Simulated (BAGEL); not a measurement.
**Si2H3Cl2 (SMILES Cl[SiH][SiH2]Cl): ROHF/cc-pVDZ (density fitting with qzvpp-jkfit)**

What is the vertical doublet–quartet gap of Si2H3Cl2 at ROHF/cc-pVDZ (density fitting with qzvpp-jkfit)? 

The calculation is run with BAGEL 1.2.2.

6 further runs of the same task are left out: 5 that didn't finish, 1 set aside as unsound or not needed.

## 1. Starting point

Si2H3Cl2 has 7 atoms, charge 0, and is taken as a doublet. SMILES: `Cl[SiH][SiH2]Cl`. The coordinates come from a PBE0-D4/def2-TZVP relaxation. This is one conformer, not always the lowest.

Bond lengths: Cl1–Si2 2.062 Å, Si2–Si3 2.336 Å, Si3–Cl4 2.060 Å, Si2–H5 1.490 Å, Si3–H6 1.485 Å, Si3–H7 1.482 Å. Angles: Cl1–Si2–Si3 109.1°, Si2–Si3–Cl4 106.7°, Cl1–Si2–H5 107.9°, Si3–Si2–H5 113.8°, Si2–Si3–H6 113.3°, Si2–Si3–H7 110.1°, Cl4–Si3–H6 108.2°, Cl4–Si3–H7 108.8°, H6–Si3–H7 109.5°.

## 2. The energy at ROHF/cc-pVDZ (density fitting with qzvpp-jkfit)

The input, input.json:

```json
{ "bagel" : [

{
  "title" : "molecule",
  "basis" : "cc-pvdz.json",
  "df_basis" : "qzvpp-jkfit",
  "angstrom" : "true",
  "geometry" : [
    { "atom" : "Cl", "xyz" : [    1.207900,    0.835500,   -2.379100 ] },
    { "atom" : "Si", "xyz" : [    0.658900,    1.167400,   -0.419000 ] },
    { "atom" : "Si", "xyz" : [   -0.196500,   -0.811400,    0.480700 ] },
    { "atom" : "Cl", "xyz" : [   -0.796700,   -0.378300,    2.403100 ] },
    { "atom" : "H", "xyz" : [   -0.305200,    2.302800,   -0.399800 ] },
    { "atom" : "H", "xyz" : [   -1.369800,   -1.336900,   -0.263300 ] },
    { "atom" : "H", "xyz" : [    0.862700,   -1.847200,    0.531800 ] }
  ]
},
{
  "title" : "rohf",
  "nopen" : 1
},
{
  "title" : "print",
  "file" : "orbitals.molden",
  "orbitals" : "true"
}

]}
```

The basis set cc-pVDZ is read from a file made from the Basis Set Exchange's data (not shown).

The run is started by

```bash
BAGEL_NUM_THREADS=1 BAGEL input.json > input.out
```

The log of the run:

```text
* using 1 threads per process

  ===============================================================
  ===============================================================

  *** Geometry ***

  { "atom" : "Cl", "xyz" : [      2.282600,      1.578866,     -4.495847 ] },
  { "atom" : "Si", "xyz" : [      1.245141,      2.206066,     -0.791795 ] },
  { "atom" : "Si", "xyz" : [     -0.371331,     -1.533324,      0.908391 ] },
  { "atom" : "Cl", "xyz" : [     -1.505545,     -0.714883,      4.541201 ] },
  { "atom" : "H", "xyz" : [     -0.576744,      4.351661,     -0.755513 ] },
  { "atom" : "H", "xyz" : [     -2.588547,     -2.526375,     -0.497565 ] },
  { "atom" : "H", "xyz" : [      1.630267,     -3.490702,      1.004956 ] },

  Number of auxiliary basis functions:      566

  Since a DF basis is specified, we compute 2- and 3-index integrals:
    o Being stored without compression. Storage requirement is 0.034 GB

  Number of basis functions:       87
  Number of electrons      :       65

    * METHOD: MOLECULE                             0.34

  *** Open-shell HF ***

  === Nuclear Repulsion ===
   304.6101169918

      * DIIS with orbital gradients will be used.

  === ROHF iteration (cc-pvdz.json) ===
      0      -1498.60379151          0.01132767           0.23
      1      -1498.66613245          0.00454857           0.23
      2      -1498.67472058          0.00176226           0.23
      3      -1498.67660783          0.00089635           0.23
      4      -1498.67717426          0.00031604           0.23
      5      -1498.67732438          0.00011754           0.23
      6      -1498.67737128          0.00002529           0.23
      7      -1498.67739068          0.00001012           0.23
      8      -1498.67739348          0.00000250           0.23
      9      -1498.67739467          0.00000102           0.23
     10      -1498.67739496          0.00000046           0.23
     11      -1498.67739495          0.00000016           0.23
     12      -1498.67739497          0.00000007           0.23
     13      -1498.67739497          0.00000002           0.23
     14      -1498.67739497          0.00000001           0.23
     15      -1498.67739497          0.00000001           0.23
    * SCF iteration converged.

    * S^2 (ROHF) is 0.7500

    * Permanent dipole moment:
           (   -0.017535,     0.046122,    -0.023437) a.u.

    * METHOD: ROHF                                 3.88

    * METHOD: PRINT                                0.02

  ===============================================================
```

Run time: 4.5 s. Hardware: 1 thread of Arm Neoverse V1, shared host; peak memory 0.15 GiB.

## 3. The quartet at the same level

The input, hf.json:

```json
{ "bagel" : [

{
  "title" : "molecule",
  "basis" : "cc-pvdz.json",
  "df_basis" : "qzvpp-jkfit",
  "angstrom" : true,
  "geometry" : [
    { "atom" : "Cl", "xyz" : [    1.207900,    0.835500,   -2.379100 ] },
    { "atom" : "Si", "xyz" : [    0.658900,    1.167400,   -0.419000 ] },
    { "atom" : "Si", "xyz" : [   -0.196500,   -0.811400,    0.480700 ] },
    { "atom" : "Cl", "xyz" : [   -0.796700,   -0.378300,    2.403100 ] },
    { "atom" : "H", "xyz" : [   -0.305200,    2.302800,   -0.399800 ] },
    { "atom" : "H", "xyz" : [   -1.369800,   -1.336900,   -0.263300 ] },
    { "atom" : "H", "xyz" : [    0.862700,   -1.847200,    0.531800 ] }
  ]
},
{ "title" : "rohf", "nopen" : 3 },
{ "title" : "print", "file" : "orbitals.molden", "orbitals" : true }

]}
```

The basis set cc-pVDZ is read from a file made from the Basis Set Exchange's data (not shown).

The run is started by

```bash
BAGEL_NUM_THREADS=1 BAGEL hf.json > hf.out
```

The log of the run:

```text
* using 1 threads per process

  ===============================================================
  ===============================================================

  *** Geometry ***

  { "atom" : "Cl", "xyz" : [      2.282600,      1.578866,     -4.495847 ] },
  { "atom" : "Si", "xyz" : [      1.245141,      2.206066,     -0.791795 ] },
  { "atom" : "Si", "xyz" : [     -0.371331,     -1.533324,      0.908391 ] },
  { "atom" : "Cl", "xyz" : [     -1.505545,     -0.714883,      4.541201 ] },
  { "atom" : "H", "xyz" : [     -0.576744,      4.351661,     -0.755513 ] },
  { "atom" : "H", "xyz" : [     -2.588547,     -2.526375,     -0.497565 ] },
  { "atom" : "H", "xyz" : [      1.630267,     -3.490702,      1.004956 ] },

  Number of auxiliary basis functions:      566

  Since a DF basis is specified, we compute 2- and 3-index integrals:
    o Being stored without compression. Storage requirement is 0.034 GB

  Number of basis functions:       87
  Number of electrons      :       65

    * METHOD: MOLECULE                             0.34

  *** Open-shell HF ***

  === Nuclear Repulsion ===
   304.6101169918

      * DIIS with orbital gradients will be used.

  === ROHF iteration (cc-pvdz.json) ===
      0      -1498.34848209          0.01212324           0.23
      1      -1498.42717583          0.00589642           0.23
      2      -1498.44430164          0.00271724           0.23
      3      -1498.45032364          0.00190845           0.23
      4      -1498.45389425          0.00080858           0.23
      5      -1498.45503162          0.00041883           0.24
      6      -1498.45550048          0.00020862           0.23
      7      -1498.45568237          0.00014152           0.24
      8      -1498.45580204          0.00008465           0.23
      9      -1498.45585912          0.00005243           0.23
     10      -1498.45588289          0.00002241           0.23
     11      -1498.45588900          0.00001160           0.23
     12      -1498.45589034          0.00000617           0.23
     13      -1498.45589106          0.00000332           0.23
     14      -1498.45589096          0.00000214           0.23
     15      -1498.45589096          0.00000131           0.23
     16      -1498.45589092          0.00000070           0.23
     17      -1498.45589100          0.00000041           0.23
     18      -1498.45589105          0.00000032           0.23
     19      -1498.45589105          0.00000020           0.23
     20      -1498.45589106          0.00000012           0.23
     21      -1498.45589108          0.00000006           0.23
     22      -1498.45589108          0.00000003           0.23
     23      -1498.45589108          0.00000002           0.23
     24      -1498.45589108          0.00000001           0.23
     25      -1498.45589108          0.00000001           0.23
    * SCF iteration converged.

    * S^2 (ROHF) is 3.7500

    * Permanent dipole moment:
           (    0.115636,     0.057327,    -0.072931) a.u.

    * METHOD: ROHF                                 6.23

    * METHOD: PRINT                                0.02

  ===============================================================
```

Run time: 6.9 s. Hardware: 1 thread of Arm Neoverse V1, shared host; peak memory 0.15 GiB.

## 4. What came out

Level: ROHF/cc-pVDZ (density fitting with qzvpp-jkfit).

| quantity | value |
| --- | --- |
| doublet: total energy | -1498.67739 Eh |
| doublet: dipole moment | 0.14 D |
| doublet: ⟨S²⟩ | 0.750 |
| quartet: total energy | -1498.45589 Eh |
| quartet: dipole moment | 0.38 D |
| quartet: ⟨S²⟩ | 3.750 |
| vertical energy of the quartet above the doublet | 6.027 eV |

At this shape the quartet lies 6.03 eV (582 kJ/mol) above the doublet.
